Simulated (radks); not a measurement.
# The series with 2 electrons, He to Ne⁸⁺

What does a rising nuclear charge do to the levels of a fixed set of electrons? The series is run ion by ion, each ion in its NIST ground configuration.

The numbers are computed with radks (a radial shooting solver on a logarithmic mesh, Libxc functionals) version 1 (Dirac Kohn-Sham, BLYP, spin-unpolarised, spherical densities, point nucleus), except any that are marked as measured or tabulated.

### Step 1. The system

| Item | Value |
| --- | --- |
| electrons | 2 |
| ions | He, Li⁺, Be²⁺, B³⁺, C⁴⁺, N⁵⁺, O⁶⁺, F⁷⁺, Ne⁸⁺ |
| configuration | NIST ground configuration of each |

### Step 2. He, [He]

The run's settings:

```text
Z 2
configuration [He]
relativity Dirac
functional b88,lyp
spin unpolarised
j_filling energy
nucleus point
c 137.035999084
```

### Step 3. Li⁺, [He]

Input: that of step 2 with these lines changed.

```diff
@@ -1,3 +1,3 @@
-Z 2
-configuration [He]
+Z 3
+configuration [He] 2s0 2p0
 relativity Dirac
```

### Step 4. Be²⁺, [He]

Input: that of step 3 with these lines changed.

```diff
@@ -1,2 +1,2 @@
-Z 3
+Z 4
 configuration [He] 2s0 2p0
```

### Step 5. B³⁺, [He]

Input: that of step 4 with these lines changed.

```diff
@@ -1,2 +1,2 @@
-Z 4
+Z 5
 configuration [He] 2s0 2p0
```

### Step 6. C⁴⁺, [He]

Input: that of step 5 with these lines changed.

```diff
@@ -1,2 +1,2 @@
-Z 5
+Z 6
 configuration [He] 2s0 2p0
```

### Step 7. N⁵⁺, [He]

Input: that of step 6 with these lines changed.

```diff
@@ -1,2 +1,2 @@
-Z 6
+Z 7
 configuration [He] 2s0 2p0
```

### Step 8. O⁶⁺, [He]

Input: that of step 7 with these lines changed.

```diff
@@ -1,2 +1,2 @@
-Z 7
+Z 8
 configuration [He] 2s0 2p0
```

### Step 9. F⁷⁺, [He]

Input: that of step 8 with these lines changed.

```diff
@@ -1,2 +1,2 @@
-Z 8
+Z 9
 configuration [He] 2s0 2p0
```

### Step 10. Ne⁸⁺, [He]

Input: that of step 9 with these lines changed.

```diff
@@ -1,2 +1,2 @@
-Z 9
+Z 10
 configuration [He] 2s0 2p0
```

**Question.** What will these runs give? Wanted: for each run, ion; E; ε(1s1/2); <r>(1s1/2).

The runs gave:

```csv
ion,E (hartree),ε(1s1/2) (eV),<r>(1s1/2) (bohr)
He,-2.90721,-15.916,0.9456
Li⁺,-7.28025,-60.719,0.5788
Be²⁺,-13.65280,-132.71,0.4173
B³⁺,-22.02701,-231.91,0.3263
C⁴⁺,-32.40464,-358.35,0.2679
N⁵⁺,-44.78753,-512.07,0.2272
O⁶⁺,-59.17778,-693.08,0.1972
F⁷⁺,-75.57777,-901.41,0.1742
Ne⁸⁺,-93.99017,-1137.1,0.1560
```

From He to Ne⁸⁺ the 1s1/2 level deepens by a factor 71.4 and shrinks by a factor 6.06.
